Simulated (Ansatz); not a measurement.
# CH₄BInOSi: from a rough start to a stationary point

The task is to find a stationary geometry of CH₄BInOSi, check the end point by its vibrations and derive ideal-gas thermochemistry.

The runs use Ansatz 0.2.0, Gaussian basis; RKS PBE0-D4/def2-TZVP.

Levels to be run: relaxation at PBE0-D4/def2-TZVP; harmonic vibrations at the same level.

1 further run of the same task is left out (set aside as unsound or not needed). Runs told in other sessions of the task aren't counted.

## (1) Where the work starts

SMILES `O=[C]1[InH][B]1[SiH3]`, 9 atoms, charge 0, spin multiplicity 1.

Atoms are counted from 1 here; the program's logs count them from 0.

Bond lengths: O1–C2 1.186 Å, C2–In3 2.776 Å, C2–B4 1.403 Å, In3–B4 2.310 Å, In3–H6 1.966 Å, B4–Si5 1.938 Å, Si5–H7 1.492 Å, Si5–H8 1.472 Å, Si5–H9 1.495 Å. Angles: O1–C2–In3 123.4°, O1–C2–B4 174.3°, In3–C2–B4 56.2°, C2–In3–B4 30.3°, C2–In3–H6 154.5°, B4–In3–H6 174.7°, C2–B4–In3 93.5°, C2–B4–Si5 146.9°, In3–B4–Si5 113.3°, B4–Si5–H7 113.5°, B4–Si5–H8 114.9°, B4–Si5–H9 113.6°, H7–Si5–H8 105.8°, H7–Si5–H9 102.7°, H8–Si5–H9 105.2°.

As a file:

```mol
CH4BInOSi
  3D, bonds by distance, orders not assigned

  9  9  0  0  0  0  0  0  0  0999 V2000
    1.7937   -2.5221   -0.5252 O   0  0
    1.0598   -1.5961   -0.4207 C   0  0
    1.7621    0.7763    0.8370 In  0  0
    0.2525   -0.4489   -0.4100 B   0  0
   -1.5461    0.2694   -0.3557 Si  0  0
    2.9705    1.9678    1.8298 H   0  0
   -1.6588    1.6363   -0.9424 H   0  0
   -2.5612   -0.5463   -1.0430 H   0  0
   -2.0722    0.4635    1.0302 H   0  0
  1  2  8  0
  2  3  8  0
  3  4  8  0
  4  5  8  0
  3  6  8  0
  5  7  8  0
  5  8  8  0
  5  9  8  0
  2  4  8  0
M  END
```

The start is a GFN2-xTB geometry. In takes the def2 core potential; no spin-orbit term is included.

## (2) Geometry optimisation, PBE0-D4/def2-TZVP

Input file in.yaml:

```yaml
crystal:
  periodic: [false, false, false]
  atoms:
    - {symbol: O, position_ang: [1.793660, -2.522080, -0.525230]}
    - {symbol: C, position_ang: [1.059760, -1.596110, -0.420690]}
    - {symbol: In, position_ang: [1.762060, 0.776330, 0.837040]}
    - {symbol: B, position_ang: [0.252500, -0.448880, -0.410000]}
    - {symbol: Si, position_ang: [-1.546130, 0.269390, -0.355700]}
    - {symbol: H, position_ang: [2.970480, 1.967830, 1.829800]}
    - {symbol: H, position_ang: [-1.658850, 1.636290, -0.942410]}
    - {symbol: H, position_ang: [-2.561240, -0.546270, -1.043020]}
    - {symbol: H, position_ang: [-2.072250, 0.463510, 1.030210]}
basis:
  gaussian: {orbitals: def2-TZVP}
hamiltonian: {xc: pbe0, dispersion: d4}
relax: {f_tol: 0.005, max_steps: 150}
```

Launch:

```console
$ ansatz run in.yaml --threads 4 --pin off --events-out ev --progress --plain --max-ram 10444MiB
```

The runs that follow: Vibrations by finite differences.

**Question.** What will the summary of the whole plan be? Wanted: point group; shift from the start; total energy; dispersion term; dipole moment; lowest, highest wavenumber; zero-point energy.

**Answer**, as computed:

```
                  quantity            value
               point group               Cs
                     steps               26
shift from the start (rms)          0.705 Å
              total energy   -16869.9837 eV
           dispersion term         -202 meV
             dipole moment           3.95 D
lowest, highest wavenumber    71, 2197 cm⁻¹
         zero-point energy    27.4 kcal/mol
       entropy at 298.15 K  381.0 J/(mol K)
```

The relaxed geometry lies 0.70 Å (rms) from the start; the bond that changed most is In3–H6, from 1.966 to 1.697 Å. The bonds at the end are not those of the start, so the run found another structure. No mode is imaginary: a true minimum at this level. The stiffest mode, 2197 cm⁻¹, is an Si–H stretch, and 4 modes under 200 cm⁻¹ make the vibrational entropy uncertain. Harmonic hybrid wavenumbers usually lie a few per cent above measured fundamentals. The largest Mulliken charge, +0.29 e, sits on C2.
